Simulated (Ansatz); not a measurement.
# BH3Br (doublet): wave-function methods side by side at distance Br1–H2 along a hydrogen transfer = 1.519 Å, cc-pVDZ

Aim: climb from Hartree-Fock through coupled cluster and multireference methods for BH3Br (doublet) at one geometry and basis, and see what each rung misses.

Program: Ansatz 0.2.0, Gaussian basis. Level of theory: cc-pVDZ, core rule «outside noble gas», up to 15 orbitals frozen. These are calculated values, not measurements.

The runs, in order: UHF; CCSD(T) on ROHF; CCSD(T) on UHF; BCCD(T) on ROHF; CISD; CCSDT(Q) on ROHF; CCSDT(Q) on UHF; CASSCF and MRCISD+Q, 3 electrons in 3 orbitals; CASSCF and NEVPT2, 3 electrons in 3 orbitals; CASSCF and NEVPT2, 13 electrons in 11 orbitals.

8 further runs of the same task are left out: 2 for a mislabelled method, 6 that didn't finish.

### 1 What is computed

The geometry derives from fragments relaxed apart (PBE0/def2-TZVP) and kept rigid, so it is no stationary point. A hydrogen atom is moved between rigid fragments. No spin-orbit coupling is included. The filled d shell of Br may be among the frozen orbitals whatever the setting's name suggests; the logs give the count.

5 atoms, charge 0, spin multiplicity 2.

Atoms are counted from 1 here; the program's logs count them from 0.

Bond lengths: Br1–H2 1.519 Å, B3–H4 1.191 Å, B3–H5 1.191 Å. Angles: H4–B3–H5 129.4°.

In the tables R marks a restricted open-shell determinant and U an unrestricted one; 'valence' is the active space of 13 electrons in 11 orbitals; 'pair' is the active space of 3 electrons in 3 orbitals; energies count from the table's Hartree-Fock row.

### 2 UHF

in.yaml

```yaml
crystal:
  periodic: [false, false, false]
  atoms:
    - {symbol: Br, position_ang: [-0.476378, 0.000000, 0.000000]}
    - {symbol: H, position_ang: [1.042622, 0.000000, 0.000000]}
    - {symbol: B, position_ang: [2.805622, 0.000000, 0.000000]}
    - {symbol: H, position_ang: [3.314695, 0.000000, 1.077008]}
    - {symbol: H, position_ang: [3.314695, 0.000000, -1.077008]}
basis:
  gaussian: {orbitals: cc-pVDZ}
magnetization: {spin_polarized: true, initial_magnetization: 1}
hamiltonian: {xc: hf}
output: {orbitals: {seedname: orbitals}}
```

Run with:

```
ansatz run in.yaml --threads 1 --pin off --events-out ev --progress --plain --max-ram 2393MiB
```

The program printed:

```text
Functional definition: HF
  name "HF"
  cite "Fock, Z. Phys. 61, 126 (1930) doi:10.1007/BF01340294"
  parent pbe
  exchange = exact_x
  correlation = 0
577 factors; integrals over basis functions are off by at most 1.8e-3 eV
mean field evaluation 1: about -70713.4884 eV, gradient 1.0e1 eV
mean field evaluation 2: about -70713.4997 eV, gradient 1.0e1 eV
mean field evaluation 4: about -70714.6792 eV, gradient 1.6e0 eV
mean field evaluation 8: about -70714.7270 eV, gradient 2.2e-1 eV
mean field -70714.72814926 eV, -2598.7183273208 hartree, gradient 5.1e-5 eV, S^2 0.771196; 0 other end points of the search recorded, 0 dependent functions left out
reference -70714.72814926 eV, -2598.7183273208 hartree; 22, 21 occupied and 34, 35 virtual orbitals, 577 factors
Total energy: -70714.72814926 eV, -2598.7183273208 hartree
```

Run time: 0.81 s. Hardware: 1 thread of Arm Neoverse V1, shared host.

From the report: ⟨S²⟩ of the determinant 0.771 (pure doublet: 0.75).

### 3 CCSD(T) on ROHF

in.yaml, as its differences from that of step 2:

```diff
@@ -10,4 +10,3 @@
   gaussian: {orbitals: cc-pVDZ}
-magnetization: {spin_polarized: true, initial_magnetization: 1}
-hamiltonian: {xc: hf}
-output: {orbitals: {seedname: orbitals}}
+magnetization: {spin_polarized: false, initial_magnetization: 1}
+correlation: {method: ccsd_t, electrons: outside_noble_gas}
```

Same command.

The program printed, cut to the lines that bear on the results:

```text
Functional definition: HF
  name "HF"
  cite "Fock, Z. Phys. 61, 126 (1930) doi:10.1007/BF01340294"
  parent pbe
[...]
577 factors; integrals over basis functions are off by at most 1.8e-3 eV
[...]
mean field -70714.60826433 eV, -2598.7139216312 hartree, gradient 2.7e-6 eV, S^2 0.750000; 2 other end points of the search recorded, 0 dependent functions left out
[...]
determinant -70714.60826433 eV, -2598.7139216312 hartree, with singles and doubles -70721.10573040 eV, -2598.9526991050 hartree
determinant -70712.89698487 eV, -2598.6510332707 hartree, with singles and doubles -70719.57931809 eV, -2598.8966044873 hartree
determinant -70711.10999051 eV, -2598.5853624396 hartree, with singles and doubles -70717.77438474 eV, -2598.8302744102 hartree
15 core orbitals not correlated: weight in the atoms' cores, before any rotation towards them, 1.000 or more for the frozen orbitals, at most 0.000 for the correlated occupied ones
reference -70714.60826433 eV, -2598.7139216312 hartree; 7, 6 occupied and 34, 35 virtual orbitals, 577 factors
second order -5.50758287 eV of doubles, -0.05540279 eV of singles
cycle   1  -6.49745890 eV  change    7.2e-6 eV  update   5.9e-4
[...]
cycle   7  -6.49757092 eV  change   -6.8e-6 eV  update   2.7e-6
perturbative correction -0.11565601 eV, -0.0042502798 hartree
Total energy: -70721.22149126 eV, -2598.9569532380 hartree
```

Wall time 3.8 s (1 thread of Arm Neoverse V1, shared host).

From the report: correlation -6.6132 eV; T1 0.018; largest double amplitude 0.05.

### 4 CCSD(T) on UHF

in.yaml, as its differences from that of step 3:

```diff
@@ -10,3 +10,3 @@
   gaussian: {orbitals: cc-pVDZ}
-magnetization: {spin_polarized: false, initial_magnetization: 1}
+magnetization: {spin_polarized: true, initial_magnetization: 1}
 correlation: {method: ccsd_t, electrons: outside_noble_gas}
```

Same command.

The program printed, cut to the lines that bear on the results:

```text
Functional definition: HF
  name "HF"
  cite "Fock, Z. Phys. 61, 126 (1930) doi:10.1007/BF01340294"
  parent pbe
[...]
577 factors; integrals over basis functions are off by at most 1.8e-3 eV
[...]
mean field -70714.72814926 eV, -2598.7183273209 hartree, gradient 1.4e-6 eV, S^2 0.771196; 1 other end points of the search recorded, 0 dependent functions left out
determinant -70714.72814926 eV, -2598.7183273209 hartree, with singles and doubles -70721.10894481 eV, -2598.9528172324 hartree
determinant -70713.01835845 eV, -2598.6554936675 hartree, with singles and doubles -70719.58059103 eV, -2598.8966512668 hartree
15 core orbitals not correlated: weight in the atoms' cores, before any rotation towards them, 1.000 or more for the frozen orbitals, at most 0.000 for the correlated occupied ones
reference -70714.72814926 eV, -2598.7183273209 hartree; 7, 6 occupied and 34, 35 virtual orbitals, 577 factors
second order -5.43312588 eV of doubles, -0.00000000 eV of singles
cycle   1  -6.38086690 eV  change   -7.1e-5 eV  update   4.7e-4
[...]
cycle   6  -6.38099811 eV  change   -1.4e-5 eV  update   4.5e-6
perturbative correction -0.11244100 eV, -0.0041321305 hartree
Total energy: -70721.22158836 eV, -2598.9569568067 hartree
```

Run time: 3.6 s. Hardware: 1 thread of Arm Neoverse V1, shared host.

From the report: ⟨S²⟩ of the determinant 0.771 (pure doublet: 0.75); correlation -6.4934 eV; T1 0.011; largest double amplitude 0.05.

### 5 BCCD(T) on ROHF

in.yaml, as its differences from that of step 4:

```diff
@@ -10,3 +10,3 @@
   gaussian: {orbitals: cc-pVDZ}
-magnetization: {spin_polarized: true, initial_magnetization: 1}
-correlation: {method: ccsd_t, electrons: outside_noble_gas}
+magnetization: {spin_polarized: false, initial_magnetization: 1}
+correlation: {method: bccd_t, electrons: outside_noble_gas}
```

Same command.

The program printed, cut to the lines that bear on the results:

```text
Functional definition: HF
  name "HF"
  cite "Fock, Z. Phys. 61, 126 (1930) doi:10.1007/BF01340294"
  parent pbe
[...]
577 factors; integrals over basis functions are off by at most 1.8e-3 eV
[...]
mean field -70714.60826433 eV, -2598.7139216312 hartree, gradient 2.7e-6 eV, S^2 0.750000; 2 other end points of the search recorded, 0 dependent functions left out
[...]
determinant -70714.60826433 eV, -2598.7139216312 hartree, with singles and doubles -70721.10573040 eV, -2598.9526991050 hartree
determinant -70712.89698487 eV, -2598.6510332707 hartree, with singles and doubles -70719.57931809 eV, -2598.8966044873 hartree
determinant -70711.10999051 eV, -2598.5853624396 hartree, with singles and doubles -70717.77438474 eV, -2598.8302744102 hartree
15 core orbitals not correlated: weight in the atoms' cores, before any rotation towards them, 1.000 or more for the frozen orbitals, at most 0.000 for the correlated occupied ones
reference -70714.60826433 eV, -2598.7139216312 hartree; 7, 6 occupied and 34, 35 virtual orbitals, 577 factors
second order -5.50758287 eV of doubles, -0.05540279 eV of singles
cycle   1  -6.49925364 eV  change   -1.8e-3 eV  update   5.9e-3
[...]
cycle   8  -6.49626938 eV  change   -5.6e-6 eV  update   1.1e-5
perturbative correction -0.11678856 eV, -0.0042919006 hartree
Total energy: -70721.22132228 eV, -2598.9569470282 hartree
```

Run time: 4.1 s. Hardware: 1 thread of Arm Neoverse V1, shared host.

From the report: correlation -6.6131 eV; largest double amplitude 0.05.

### 6 CISD

in.yaml, as its differences from that of step 5:

```diff
@@ -11,2 +11,2 @@
 magnetization: {spin_polarized: false, initial_magnetization: 1}
-correlation: {method: bccd_t, electrons: outside_noble_gas}
+correlation: {active_space: {ras: {orbitals: [6, 1, 34], electrons: 13, max_holes: 2, max_particles: 2}, fixed_orbitals: true}}
```

The command is unchanged.

The program printed:

```text
Functional definition: HF
  name "HF"
  cite "Fock, Z. Phys. 61, 126 (1930) doi:10.1007/BF01340294"
  parent pbe
  exchange = exact_x
  correlation = 0
577 factors; integrals over basis functions are off by at most 1.8e-3 eV
mean field evaluation 1: about -70713.4738 eV, gradient 1.3e1 eV
mean field evaluation 2: about -70713.4849 eV, gradient 1.3e1 eV
mean field evaluation 4: about -70714.5753 eV, gradient 1.7e0 eV
mean field evaluation 8: about -70714.6079 eV, gradient 1.4e-1 eV
mean field -70714.60826433 eV, -2598.7139216312 hartree, gradient 2.7e-6 eV, S^2 0.750000; 0 other end points of the search recorded, 0 dependent functions left out
reference -70714.60826433 eV, -2598.7139216312 hartree; 22, 21 occupied and 34, 35 virtual orbitals, 577 factors
state -70720.59666527 eV, -2598.9339913066 hartree
Total energy: -70720.59666527 eV, -2598.9339913066 hartree
```

Wall time 3.5 s (1 thread of Arm Neoverse V1, shared host).

From the report: 29,323 determinants.

### 7 CCSDT(Q) on ROHF

in.yaml, as its differences from that of step 6:

```diff
@@ -11,2 +11,2 @@
 magnetization: {spin_polarized: false, initial_magnetization: 1}
-correlation: {active_space: {ras: {orbitals: [6, 1, 34], electrons: 13, max_holes: 2, max_particles: 2}, fixed_orbitals: true}}
+correlation: {method: ccsdt_q, electrons: outside_noble_gas}
```

The command is unchanged.

The program printed, cut to the lines that bear on the results:

```text
Functional definition: HF
  name "HF"
  cite "Fock, Z. Phys. 61, 126 (1930) doi:10.1007/BF01340294"
  parent pbe
[...]
1040 factors; integrals over basis functions are off by at most 2.7e-7 eV
[...]
mean field -70714.60828978 eV, -2598.7139225662 hartree, gradient 2.0e-6 eV, S^2 0.750000; 2 other end points of the search recorded, 0 dependent functions left out
determinant -70714.60828978 eV, -2598.7139225662 hartree, with singles and doubles -70721.10574729 eV, -2598.9526997258 hartree
determinant -70712.89703715 eV, -2598.6510351922 hartree, with singles and doubles -70719.57936170 eV, -2598.8966060900 hartree
determinant -70711.11001252 eV, -2598.5853632484 hartree, with singles and doubles -70717.77439679 eV, -2598.8302748529 hartree
15 core orbitals not correlated: weight in the atoms' cores, before any rotation towards them, 1.000 or more for the frozen orbitals, at most 0.000 for the correlated occupied ones
reference -70714.60828978 eV, -2598.7139225662 hartree; 7, 6 occupied and 34, 35 virtual orbitals, 1040 factors
second order -5.50759967 eV of doubles, -0.05540288 eV of singles
cycle   1  -6.24610520 eV  change   -6.8e-1 eV  update   6.6e-2
[...]
cycle  16  -6.63271658 eV  change   -8.4e-7 eV  update   1.0e-6
perturbative correction -0.00879274 eV, -0.0003231274 hartree
Total energy: -70721.24979910 eV, -2598.9579935320 hartree
```

Wall time 53 s (1 thread of Arm Neoverse V1, shared host); peak memory 0.71 GiB.

From the report: correlation -6.6415 eV; T1 0.019; largest double amplitude 0.05.

### 8 CCSDT(Q) on UHF

in.yaml, as its differences from that of step 7:

```diff
@@ -10,3 +10,3 @@
   gaussian: {orbitals: cc-pVDZ}
-magnetization: {spin_polarized: false, initial_magnetization: 1}
+magnetization: {spin_polarized: true, initial_magnetization: 1}
 correlation: {method: ccsdt_q, electrons: outside_noble_gas}
```

Launched as before.

The program printed, cut to the lines that bear on the results:

```text
Functional definition: HF
  name "HF"
  cite "Fock, Z. Phys. 61, 126 (1930) doi:10.1007/BF01340294"
  parent pbe
[...]
1040 factors; integrals over basis functions are off by at most 2.7e-7 eV
[...]
mean field -70714.72817500 eV, -2598.7183282671 hartree, gradient 4.3e-6 eV, S^2 0.771196; 1 other end points of the search recorded, 0 dependent functions left out
determinant -70714.72817500 eV, -2598.7183282671 hartree, with singles and doubles -70721.10896145 eV, -2598.9528178440 hartree
determinant -70713.01841018 eV, -2598.6554955687 hartree, with singles and doubles -70719.58063463 eV, -2598.8966528691 hartree
15 core orbitals not correlated: weight in the atoms' cores, before any rotation towards them, 1.000 or more for the frozen orbitals, at most 0.000 for the correlated occupied ones
reference -70714.72817500 eV, -2598.7183282671 hartree; 7, 6 occupied and 34, 35 virtual orbitals, 1040 factors
second order -5.43314189 eV of doubles, -0.00000000 eV of singles
cycle   1  -6.12772545 eV  change   -6.9e-1 eV  update   6.4e-2
[...]
cycle  16  -6.51339695 eV  change   -8.8e-7 eV  update   1.2e-6
perturbative correction -0.00872713 eV, -0.0003207160 hartree
Total energy: -70721.25029908 eV, -2598.9580119059 hartree
```

Wall time 44 s (1 thread of Arm Neoverse V1, shared host); peak memory 0.56 GiB.

From the report: ⟨S²⟩ of the determinant 0.771 (pure doublet: 0.75); correlation -6.5221 eV; T1 0.012; largest double amplitude 0.05.

### 9 CASSCF and MRCISD+Q, 3 electrons in 3 orbitals

in.yaml, as its differences from that of step 8:

```diff
@@ -10,3 +10,3 @@
   gaussian: {orbitals: cc-pVDZ}
-magnetization: {spin_polarized: true, initial_magnetization: 1}
-correlation: {method: ccsdt_q, electrons: outside_noble_gas}
+magnetization: {spin_polarized: false, initial_magnetization: 1}
+correlation: {method: fic_mrcisd_q, electrons: outside_noble_gas, active_space: {window: {electrons: 3, orbitals: 3}}}
```

Same command.

The program printed, cut to the lines that bear on the results:

```text
Functional definition: HF
  name "HF"
  cite "Fock, Z. Phys. 61, 126 (1930) doi:10.1007/BF01340294"
  parent pbe
[...]
577 factors; integrals over basis functions are off by at most 1.8e-3 eV
[...]
mean field -70714.60826433 eV, -2598.7139216312 hartree, gradient 2.7e-6 eV, S^2 0.750000; 0 other end points of the search recorded, 0 dependent functions left out
reference -70714.60826433 eV, -2598.7139216312 hartree; 22, 21 occupied and 34, 35 virtual orbitals, 577 factors
state -70715.12107141 eV, -2598.7327669439 hartree
contracted CI cycle   1: correlation 0.00000000 eV, 0.0000000000 hartree, residual 1.91e1 eV
contracted CI cycle   2: correlation -5.44821151 eV, -0.2002180802 hartree, residual 2.68e0 eV
contracted CI cycle   3: correlation -5.56631407 eV, -0.2045582689 hartree, residual 6.04e-1 eV
contracted CI cycle   4: correlation -5.57250558 eV, -0.2047858030 hartree, residual 1.57e-1 eV
contracted CI cycle   5: correlation -5.57300062 eV, -0.2048039954 hartree, residual 5.11e-2 eV
contracted CI cycle   6: correlation -5.57305538 eV, -0.2048060077 hartree, residual 1.69e-2 eV
contracted CI cycle   7: correlation -5.57306092 eV, -0.2048062114 hartree, residual 5.19e-3 eV
contracted CI cycle   8: correlation -5.57306139 eV, -0.2048062285 hartree, residual 1.40e-3 eV
state -70715.12107141 eV, -2598.7327669439 hartree; corrected -70721.21940457 eV, -2598.9568765537 hartree
Total energy: -70721.21940457 eV, -2598.9568765537 hartree
```

Wall time 2.2 s (1 thread of Arm Neoverse V1, shared host).

From the report: 9 determinants; active occupations 1.97, 1.00, 0.03.

### 10 CASSCF and NEVPT2, 3 electrons in 3 orbitals

in.yaml, as its differences from that of step 9:

```diff
@@ -11,2 +11,2 @@
 magnetization: {spin_polarized: false, initial_magnetization: 1}
-correlation: {method: fic_mrcisd_q, electrons: outside_noble_gas, active_space: {window: {electrons: 3, orbitals: 3}}}
+correlation: {method: sc_nevpt2, electrons: outside_noble_gas, active_space: {window: {electrons: 3, orbitals: 3}}}
```

Same command.

The program printed:

```text
Functional definition: HF
  name "HF"
  cite "Fock, Z. Phys. 61, 126 (1930) doi:10.1007/BF01340294"
  parent pbe
  exchange = exact_x
  correlation = 0
577 factors; integrals over basis functions are off by at most 1.8e-3 eV
mean field evaluation 1: about -70713.4738 eV, gradient 1.3e1 eV
mean field evaluation 2: about -70713.4849 eV, gradient 1.3e1 eV
mean field evaluation 4: about -70714.5753 eV, gradient 1.7e0 eV
mean field evaluation 8: about -70714.6079 eV, gradient 1.4e-1 eV
mean field -70714.60826433 eV, -2598.7139216312 hartree, gradient 2.7e-6 eV, S^2 0.750000; 0 other end points of the search recorded, 0 dependent functions left out
reference -70714.60826433 eV, -2598.7139216312 hartree; 22, 21 occupied and 34, 35 virtual orbitals, 577 factors
state -70715.12107141 eV, -2598.7327669439 hartree
state -70715.12107141 eV, -2598.7327669439 hartree; corrected -70720.21671365 eV, -2598.9200283419 hartree
Total energy: -70720.21671365 eV, -2598.9200283419 hartree
```

Run time: 2 s. Hardware: 1 thread of Arm Neoverse V1, shared host.

From the report: 9 determinants; active occupations 1.97, 1.00, 0.03.

### 11 CASSCF and NEVPT2, 13 electrons in 11 orbitals

in.yaml, as its differences from that of step 10:

```diff
@@ -11,2 +11,2 @@
 magnetization: {spin_polarized: false, initial_magnetization: 1}
-correlation: {method: sc_nevpt2, electrons: outside_noble_gas, active_space: {window: {electrons: 3, orbitals: 3}}}
+correlation: {method: sc_nevpt2, electrons: outside_noble_gas, active_space: {window: {electrons: 13, orbitals: 11}, shells: [{species: B, l: s, shell: 2}, {species: B, l: p, shell: 2}, {species: Br, l: s, shell: 4}, {species: Br, l: p, shell: 4}, {species: H, l: s, shell: 1}]}}
```

Launched as before.

The program printed:

```text
Functional definition: HF
  name "HF"
  cite "Fock, Z. Phys. 61, 126 (1930) doi:10.1007/BF01340294"
  parent pbe
  exchange = exact_x
  correlation = 0
1040 factors; integrals over basis functions are off by at most 2.7e-7 eV
mean field evaluation 1: about -70713.4688 eV, gradient 1.3e1 eV
mean field evaluation 2: about -70713.4845 eV, gradient 1.3e1 eV
mean field evaluation 4: about -70714.5752 eV, gradient 1.7e0 eV
mean field evaluation 8: about -70714.6079 eV, gradient 1.5e-1 eV
mean field -70714.60828978 eV, -2598.7139225662 hartree, gradient 2.0e-6 eV, S^2 0.750000; 0 other end points of the search recorded, 0 dependent functions left out
reference -70714.60828978 eV, -2598.7139225662 hartree; 22, 21 occupied and 34, 35 virtual orbitals, 1040 factors
state -70716.13679232 eV, -2598.7700939986 hartree
state -70716.13679232 eV, -2598.7700939986 hartree; corrected -70720.05848541 eV, -2598.9142135614 hartree
Total energy: -70720.05848541 eV, -2598.9142135614 hartree
Checks for a lower state left out: starts, orbital_swaps
```

Wall time 18 s (1 thread of Arm Neoverse V1, shared host).

From the report: 38,280 determinants; active occupations 2.00, 2.00, 2.00, 1.98, 1.98, 1.97, 1.00, 0.03, 0.02, 0.02, 0.01.

### 12 Natural occupations

Natural occupations of the CASSCF valence state about the gap (report; correlated orbitals 3 to 11): 1.999, 1.978, 1.977, 1.968, 1.002, 0.033, 0.019, 0.016, 0.010. The count of effectively unpaired electrons, Σ n²(2 − n)², is 1.01; a single determinant of this spin has 1.

### 13 All levels against the top one

The yardstick is UCCSDT(Q), where the cluster series has nearly closed. Rows without a time come out of other runs: HF, MP2 and CCSD of CCSD(T), CCSDT of CCSDT(Q), CASSCF and MRCISD of the multireference runs.

Differences are taken before rounding.

```tsv
method	energy from the lowest RHF (meV)	from UCCSDT(Q) (meV)	time
RHF	0.0	+6642.0	
UHF	-119.9	+6522.1	
RMP2	-5563.0	+1079.0	
UMP2	-5553.0	+1089.0	
CISD	-5988.4	+653.6	3.5 s
RCCSD	-6497.6	+144.5	
UCCSD	-6500.9	+141.2	
RCCSD(T)	-6613.2	+28.8	3.8 s
UCCSD(T)	-6613.3	+28.7	3.6 s
BCCD(T)	-6613.1	+29.0	4.1 s
RCCSDT	-6632.7	+9.3	
UCCSDT	-6633.3	+8.7	
RCCSDT(Q)	-6641.5	+0.5	53 s
UCCSDT(Q)	-6642.0	0	44 s
CASSCF pair	-512.8	+6129.2	
NEVPT2 pair	-5608.4	+1033.6	2 s
MRCISD pair	-6085.9	+556.2	
MRCISD+Q pair	-6611.1	+30.9	2.2 s
CASSCF valence	-1528.5	+5113.5	
NEVPT2 valence	-5450.2	+1191.8	18 s
```

Among the levels timed on like hardware and quicker than the yardstick, those that no quicker one beats, quickest first: NEVPT2 pair (2 s, +1033.6 meV); MRCISD+Q pair (2.2 s, +30.9 meV); UCCSD(T) (3.6 s, +28.7 meV).

### 14 Summary of results

| quantity | value |
| --- | --- |
| UCCSDT(Q) below the RHF energy | -6.6420 eV |
| RMP2 from UCCSDT(Q) | +1079.0 meV |
| UMP2 from UCCSDT(Q) | +1089.0 meV |
| RCCSD from UCCSDT(Q) | +144.5 meV |
| RCCSD(T) from UCCSDT(Q) | +28.8 meV |
| UCCSD(T) from UCCSDT(Q) | +28.7 meV |
| RCCSDT(Q) from UCCSDT(Q) | +0.5 meV |
| NEVPT2 pair from UCCSDT(Q) | +1033.6 meV |
| MRCISD+Q pair from UCCSDT(Q) | +30.9 meV |
| NEVPT2 valence from UCCSDT(Q) | +1191.8 meV |
| levels within 1 kcal/mol (43 meV) | RCCSD(T), UCCSD(T), BCCD(T), RCCSDT, UCCSDT, RCCSDT(Q), MRCISD+Q pair |
| T1 diagnostic | 0.018 |
| effectively unpaired electrons | 1.01 |

RCCSD(T) lands +28.8 meV from the yardstick (0.4 % of the correlation energy). One determinant dominates. Of the multireference levels listed MRCISD+Q pair comes nearest in total energy (+30.9 meV), which doesn't show that its space is the better one. These misses are within one basis, not against nature; the frozen cores of restricted and unrestricted runs differ, which can shift their rows.

UCCSD(T) reaches 28.7 meV from the reference in 3.6 s, where UCCSDT(Q) took 44 s; the quickest level in the cost chart, NEVPT2 pair, takes 2 s and misses by 1033.6 meV.
